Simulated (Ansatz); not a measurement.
# KZrN: the cost of one run

Computed with Ansatz 0.2.0 (DFT PBE, scalar-relativistic, plane waves, PAW, unless a step's input says otherwise).

### 1 Starting point

It takes space group P4/nmm (No. 129, tetragonal). Conventional cell: a = 4.293 Å, b = 4.293 Å, c = 6.995 Å, α = 90.00°, β = 90.00°, γ = 90.00°. K (site symmetry 4mm) has 4 Zr at 2.52 Å and 6 N at 3.17 to 3.57 Å as nearest neighbours. Zr (site symmetry -4m2) has 4 K at 2.52 Å and 4 Zr at 3.04 Å and 4 N at 3.10 Å as nearest neighbours. N (site symmetry 4mm) is surrounded by 4 Zr at 3.10 Å and 6 K at 3.17 to 3.57 Å.

As a file:

```xyz
6
Lattice="4.2926 0.0000 0.0000 0.0000 4.2926 0.0000 0.0000 0.0000 6.9946" Properties=species:S:1:pos:R:3 pbc="T T T"
K     0.0000    2.1463    1.3290
K     2.1463    0.0000    5.6656
Zr    0.0000    0.0000    0.0000
Zr    2.1463    2.1463    0.0000
N     0.0000    2.1463    4.7563
N     2.1463    0.0000    2.2383
```

A structure generator made this guess: species swapped into a database cell of BaHI (P4/nmm, No. 129), with K on the Ba sites, Zr on the H sites and N on the I sites. Lengths come from tabulated atomic sizes and are only a guess.

### 2 The guess as it stands, on a coarse mesh

Input file input.yaml:

```yaml
crystal:
  lattice:
    - [4.29257801, 0.0, 0.0]
    - [0.0, 4.29257801, 0.0]
    - [0.0, 0.0, 6.99455492]
  atoms:
    - { symbol: K, position: [0.0, 0.5, 0.19] }
    - { symbol: K, position: [0.5, 0.0, 0.81] }
    - { symbol: Zr, position: [0.0, 0.0, 0.0] }
    - { symbol: Zr, position: [0.5, 0.5, 0.0] }
    - { symbol: "N", position: [0.0, 0.5, 0.68000001] }
    - { symbol: "N", position: [0.5, 0.0, 0.31999999] }
basis:
  ecutwfc: 420
kpoints:
  mp_grid: { grid: [4, 4, 4] }
hamiltonian:
  xc: pbe
scf:
  occupations: { method: gaussian, width: 0.1 }
  lower_state_search: "off"
output:
  forces: true
  stress: true
  eigenvalues: true
```

On the command line:

```console
$ ansatz run input.yaml --threads 1 --pin off --max-ram 2560MiB --backend cpu --events-out ev --progress --plain --runs-dir out
```

Q: Estimate wall time and peak memory on 1 thread of Arm Neoverse V2, shared host.

About 4.4 s, with a peak of 0.38 GiB.
